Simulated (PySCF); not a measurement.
**LiHg: from the state search to spectroscopic constants**

One job finds the state of LiHg, follows it along the bond with each method and fits the curves.

Program: PySCF 2.14.0. Level of theory: Li cc-pVDZ, Hg cc-pVDZ-PP with ECP60, scalar-relativistic core potentials. These are calculated values, not measurements.

### 1 Input

A driver script around PySCF takes these settings:

* atoms: Li, Hg
* charge: 0
* basis: Li cc-pVDZ, Hg cc-pVDZ-PP with ECP60
* Hamiltonian: scalar-relativistic core potentials
* basis functions: 52
* electrons treated: 23
* masses in u: 7.0160, 201.9706
* levels: PBE0, PBE, r²SCAN, BP86, MN15, M06, CAM-B3LYP, HF, MP2, SCS-MP2
* grid: 80 radial by 434 angular points
* occupations: held fixed by the projection of orbital angular momentum
* dissociation limit: Li + Hg, each in its ground configuration
* starting distance in angstrom: 2.660
* values of 2S to try: 1, 3

Started as:

```sh
$ OMP_NUM_THREADS=1 python dia.py task.json out
```

The runs that follow: PBE0 along the bond; Higher solutions at PBE0; PBE (GGA); r²SCAN (meta-GGA); BP86 (GGA); MN15 (hybrid meta-GGA); M06; CAM-B3LYP (range-separated hybrid); UHF (mean field).

Before running it: what results should come out? Wanted: for each run, Re; ωe; De; μ.

As calculated:

Lowest PBE0 solution found, without spin–orbit coupling: ²Σ⁺ (doublet), unpaired electrons σ ↑. State 3 has its PBE0 minimum 4.72 eV higher. The other levels ran on the lowest alone.

```
      level  Re (Å)  ωe (cm⁻¹)  De (eV)  μ (D)
    UHF-MP2   3.255       83.1    0.067    n/a
UHF-SCS-MP2   3.417       61.9    0.041    n/a
        PBE   2.975      155.8    0.186  -0.34
       BP86   2.973      157.5    0.189  -0.56
     r²SCAN   2.954      163.3    0.231  -0.88
       PBE0   3.019      143.5    0.150  -0.30
        M06   3.055      162.7    0.167  -0.52
       MN15   2.821      233.3    0.476  -2.21
  CAM-B3LYP   2.993      141.0    0.111  -0.45
```

De is counted to Li + Hg in their ground configurations. A positive dipole means Li(−)Hg(+). No constants: UHF (no minimum is bracketed among the points kept).

The methods spread over 0.595 Å in bond length, from MN15 to UHF-SCS-MP2. Of the levels with a De here, UHF-SCS-MP2 gives the least (0.041 eV) and MN15 the most (0.476 eV).

Spin–orbit coupling is left out. The bond is weak, and basis-set superposition, which was not computed, may be a sizeable part of it. With spin–orbit coupling the term label itself may not hold.
